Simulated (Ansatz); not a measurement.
# RhN (CsCl type): how the settings move a single-point run

Aim: see which settings change the result for RhN (CsCl type), by how much, and at what cost.

Program: Ansatz 0.2.0. Level of theory: reference: DFT, LDA, all-electron LAPW, scalar-relativistic. These are calculated values, not measurements.

## Step 1: The structure to begin with

It takes space group Pm-3m (No. 221, cubic). The conventional cell has a = 2.034 Å, b = 2.034 Å, c = 2.034 Å, α = 90.00°, β = 90.00°, γ = 90.00°. Rh (site symmetry m-3m) has 8 N at 1.76 Å in its first shell of neighbours. Around N (site symmetry m-3m) lie 8 Rh at 1.76 Å.

As a file:

```
CELL_PARAMETERS angstrom
2.03425 0.00000 0.00000
0.00000 2.03425 0.00000
0.00000 0.00000 2.03425
ATOMIC_POSITIONS crystal
Rh 0.00000 0.00000 0.00000
N 0.50000 0.50000 0.50000
```

## Step 2: Baseline

input.yaml reads:

```yaml
crystal:
  lattice:
    - [2.0342525416, 0.0, 0.0]
    - [0.0, 2.0342525416, 0.0]
    - [0.0, 0.0, 2.0342525416]
  atoms:
    - { symbol: Rh, position: [0.0, 0.0, 0.0] }
    - { symbol: "N", position: [0.5, 0.5, 0.5] }
kpoints:
  mp_grid: { grid: [15, 15, 15] }
  band_path:
    path:
      - [0.0, 0.0, 0.0]
      - [0.0, 0.5, 0.0]
      - [0.5, 0.5, 0.0]
      - [0.0, 0.0, 0.0]
      - [0.5, 0.5, 0.5]
      - [0.0, 0.5, 0.0]
      - [0.5, 0.5, 0.5]
      - [0.5, 0.5, 0.0]
    npoints: 8
scf:
  occupations: { method: fermi_dirac, width: 0.1 }
hamiltonian:
  xc: lda
  pseudopotentials: { kind: all_electron, lapw: { basis_error: 0.001 } }
output:
  forces: true
  stress: true
  eigenvalues: true
  populations: true
  dos: { projected: true, de: 0.2, e_range: [-14, 8] }
```

Run with:

```sh
ansatz run input.yaml --threads 1 --pin off --max-ram 2048MiB --backend cpu --events-out ev --progress --plain --runs-dir out
```

## Step 3: Changing settings: lower_state_search off

input.yaml: that of step 2 with these lines changed.

```diff
@@ -23,2 +23,3 @@
   occupations: { method: fermi_dirac, width: 0.1 }
+  lower_state_search: "off"
 hamiltonian:
@@ -31,2 +32 @@
   populations: true
-  dos: { projected: true, de: 0.2, e_range: [-14, 8] }
```

**Question.** What will these runs give? Wanted: for each run, ending; energy change; pressure; gap; force.

**Answer**, as computed:

```tsv
run	ending	energy change	pressure (GPa)	gap (eV)	force (eV/Å)	cycles	time
reference	converged	0	1579.7	0.00	0.00	7	29 s
1: lower_state_search off	converged	0.0 meV/atom	1579.7	0.00	0.00	7	29 s
```

Times don't compare one to one where runs were asked for different outputs or read a saved state (see the inputs); cycles may leave out searches for a lower state.

Residual by cycle in the longest SCF loop of each run; runs are numbered as in the table. The quantity is the density residual dr2, in eV.

```tsv
cycle	reference	run 1
1	5.08	5.08
2	0.421	0.421
3	0.0274	0.0274
4	0.00179	0.00179
5	1.9e-4	1.9e-4
6	7.1e-6	7.1e-6
7	8.3e-8	8.3e-8
```

**Reading.** The changed input (search for lower states) leaves the energy the same to the digits printed. The structure is not at rest: the sound run finds 1580 GPa, so these are no properties of the relaxed crystal. The reference has no spin polarisation; with Rh present, a magnetic state may lie lower.
